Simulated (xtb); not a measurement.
# C2H8BFO (SMILES [BH3-][O+](C)CF) at GFN2-xTB (hydrogen mass 1 u, md dump 20 fs, md temperature 500 K, md time 0.2 ps)

Wanted: a short trajectory of C2H8BFO. 

Program for the calculation: xtb 6.7.1.

4 further runs of the same task are left out: 2 that didn't finish, 2 set aside as unsound or not needed.

### Step 1. The structure to begin with

C2H8BFO: 13 atoms, total charge 0, spin state singlet. SMILES: `[BH3-][O+](C)CF`. Geometry: optimised at GFN2-xTB. This is one conformer, not always the lowest. The run starts from this shape.

Bond lengths: B1–O2 1.683 Å, O2–C3 1.425 Å, O2–C4 1.385 Å, C4–F5 1.366 Å, B1–H6 1.183 Å, B1–H7 1.181 Å, B1–H8 1.190 Å, C3–H9 1.094 Å, C3–H10 1.092 Å, C3–H11 1.087 Å, C4–H12 1.101 Å, C4–H13 1.094 Å. Some angles: B1–O2–C3 111.8°, B1–O2–C4 109.1°, C3–O2–C4 112.9°, O2–C4–F5 109.4°, O2–B1–H6 103.7°, O2–B1–H7 103.5°, O2–B1–H8 105.1°, O2–C3–H9 110.8°, O2–C3–H10 109.6°, O2–C3–H11 106.6°.

### Step 2. A short trajectory at GFN2-xTB (hydrogen mass 1 u, md dump 20 fs, md temperature 500 K, md time 0.2 ps)

The input, detailed.inp:

```
$chrg 0
$spin 0
$md
   temp=500
   time=0.2
   step=0.5
   dump=20
   hmass=1
   shake=0
   nvt=false
$end
```

The input, start.xyz:

```xyz
13

B     -1.51282800    -0.00528300    -0.31430000
O      0.15416700     0.20662600    -0.40221100
C      0.84612400    -1.03849100    -0.39084900
C      0.55781300     1.05571700     0.61528500
F      1.86889200     1.39229900     0.43186200
H     -1.94187900     1.08958800    -0.44328000
H     -1.74728800    -0.72796900    -1.21783700
H     -1.70939400    -0.47842300     0.75959500
H      0.62532000    -1.59768400     0.52284600
H      1.92043400    -0.86203800    -0.47507400
H      0.49188500    -1.59947000    -1.25175100
H      0.48316000     0.59342900     1.61224100
H     -0.03640700     1.97169900     0.55347200
```

Started as:

```console
$ xtb start.xyz -I detailed.inp --gfn2 --md > start.out
```

**Question.** What will come out? Wanted: potential energy of the last frame.

Computed results:

Level: GFN2-xTB (hydrogen mass 1 u, md dump 20 fs, md temperature 500 K, md time 0.2 ps).

| quantity | value |
| --- | --- |
| potential energy of the last frame | -18.28738 Eh |
